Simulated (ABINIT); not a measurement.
The system is Al2Cl.

```
Al Cl
1.0
     0.00000    3.15868    3.15868
     3.15868    0.00000    3.15868
     3.15868    3.15868    0.00000
Al Cl
2 1
Cartesian
  1.5793 1.5793 1.5793
  4.7380 4.7380 4.7380
  0.0000 0.0000 0.0000
```

The cell was built by a generator and needn't be a form met in nature.

Base run:

* Program: ABINIT 10.8.3 (patched build)
* Functional: RPBE
* Potentials or basis: SG15 NC PBE v1.2
* Cutoff: 952 eV
* k mesh: 5 × 5 × 5
* Occupations: fermi-dirac, width 0.05 eV
* Spin: no spin polarisation

Its results: band gap on the k mesh none (metal or under the smearing width); pressure 11.8 GPa.

Problem. The run is repeated on the same cell with these changes: functional from RPBE to PBE; dispersion from none to D3(BJ). What comes out?

Solution. Band gap on the k mesh none (metal or under the smearing width); pressure 8.6 GPa.

Several settings changed at once, so the effect can't be laid on one alone.

Caveats: an odd number of electrons without spin polarisation forces a metal; a magnetic or distorted state may lie lower; the potentials were made for another functional, which shifts forces and pressure (some runs); pairwise dispersion overbinds metals, which lowers pressure and volume (some runs).
